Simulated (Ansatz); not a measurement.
# KLuO3 (Pm-3m): comparison of functionals at one structure, by script

How far apart do the functionals lie for KLuO3 (Pm-3m) at one structure? Aim: a comparison of functionals at one structure, for KLuO3 (Pm-3m), run from a script.

Program: the Python package of Ansatz 0.2.0. The levels of theory stand in the script. These are calculated values, not measurements.

### 1 Starting point

The structure is cubic, space group Pm-3m (No. 221). The conventional cell has a = 4.376 Å, b = 4.376 Å, c = 4.376 Å, α = 90.00°, β = 90.00°, γ = 90.00°. Around K (site symmetry m-3m) lie 12 O at 3.09 Å. Lu (site symmetry m-3m) has 6 O at 2.19 Å as nearest neighbours. Around O (site symmetry 4/mmm) lie 2 Lu at 2.19 Å and 4 K at 3.09 Å.

No structure file is read: the coordinates are typed or built in the script.

### 2 The script

xc_kluo3.py reads:

```python
import warnings

import ansatz as az

KMESH = (5, 5, 5)
SMEARING = "Fermi-Dirac"
SMEARING_WIDTH = 0.1


def main() -> None:
    warnings.simplefilter("ignore", az.DeckWarning)

    lattice = az.Lattice.of(
        (4.375635, 0.0, 0.0),
        (0.0, 4.375635, 0.0),
        (0.0, 0.0, 4.375635),
    )
    sites = [
        ("K", (0.0, 0.0, 0.0)),
        ("Lu", (0.5, 0.5, 0.5)),
        ("O", (0.5, 0.5, 0.0)),
        ("O", (0.5, 0.0, 0.5)),
        ("O", (0.0, 0.5, 0.5)),
    ]
    kluo3 = az.Crystal(lattice=lattice)
    for symbol, position in sites:
        kluo3 = kluo3.atom(symbol, position)

    job = kluo3.calculation()
    job = job.kpoints(mesh=KMESH)
    job = job.occupations(SMEARING, width=SMEARING_WIDTH)
    job = job.stress()

    rows = []
    for value in ["pbesol", "blyp", "lda"]:
        report = job.functional(value).run().report
        rows.append((value, report["free_energy_ev"] / len(report["lattice"]["sites"]), report["n_iterations"], sum(report["stress_gpa"][i][i] for i in range(3)) / 3, report["n_kpoints"]))

    print("  functional   F/atom (eV)    iterations       P (GPa)      k-points")
    for row in rows:
        print(f"{str(row[0]):>12s}  {row[1]:12.5f}  {row[2]:12d}  {row[3]:12.3f}  {row[4]:12d}")


if __name__ == "__main__":
    main()
```

### 3 The input behind the calls

The engine receives this input (first run):

```yaml
crystal:
  lattice:
    - [4.375635, 0.0, 0.0]
    - [0.0, 4.375635, 0.0]
    - [0.0, 0.0, 4.375635]
  atoms:
    - { symbol: K, position: [0.0, 0.0, 0.0] }
    - { symbol: Lu, position: [0.5, 0.5, 0.5] }
    - { symbol: O, position: [0.5, 0.5, 0.0] }
    - { symbol: O, position: [0.5, 0.0, 0.5] }
    - { symbol: O, position: [0.0, 0.5, 0.5] }
kpoints:
  mp_grid:
    grid: [5, 5, 5]
hamiltonian:
  xc: pbesol
scf:
  occupations:
    method: fermi_dirac
    width: 0.1
output:
  stress: true
```

### 4 Launch

Launch:

```bash
$ python xc_kluo3.py
```

What it wrote:

```text
  functional   F/atom (eV)    iterations       P (GPa)      k-points
      pbesol   -3562.37194            11        -6.136            10
        blyp   -3602.04803            10        -0.136            10
         lda   -3531.36220            13        -9.625            10
```

Run time: 8.2 s. Hardware: 1 thread of Arm Neoverse V1, shared host; peak memory 0.4 GiB.

### 5 What changed from run to run

The engine's inputs for the other runs:

Run 2, against run 1:

```diff
@@ -16 +16 @@
-  xc: pbesol
+  xc: blyp
```

Run 3, against run 1:

```diff
@@ -16 +16 @@
-  xc: pbesol
+  xc: lda
```

Lines on the test bed's own set-up are left out of the output.

### 6 Run by run

One row for each of the 3 runs:

```csv
run,functional,energy (eV/atom),pressure (GPa),SCF cycles,CPU time (s)
1,pbesol,-3562.3719,-6.14,11,2.5
2,blyp,-3602.0480,-0.14,10,2.2
3,lda,-3531.3622,-9.62,13,2.4
```

Energies are free energies F = E - TS of the smeared occupations. Totals hang on method, basis and potentials, so only like runs compare.

### 7 Summary of results

| quantity | value |
| --- | --- |
| runs compared | 3 |
| pressure at this cell | -9.6 (lda) to -0.1 GPa (blyp) |

**Reading.** From lowest to highest: LDA (-9.6 GPa), PBEsol (-6.1 GPa) and BLYP (-0.1 GPa). At a fixed cell a lower pressure usually means a smaller equilibrium volume, so LDA prefers the smallest cell and BLYP the largest. What to keep in mind:
- The mesh is modest for a metal, so energies can be off by several to tens of meV an atom and pressures by half a GPa or more; differences at equal mesh fare better.
- Pressure is positive in compression.
- The structure comes from a database of computed cells and needn't be a stable or known phase.
- Total energies of different functionals can't be compared; pressures, moments and gaps at this one structure can.
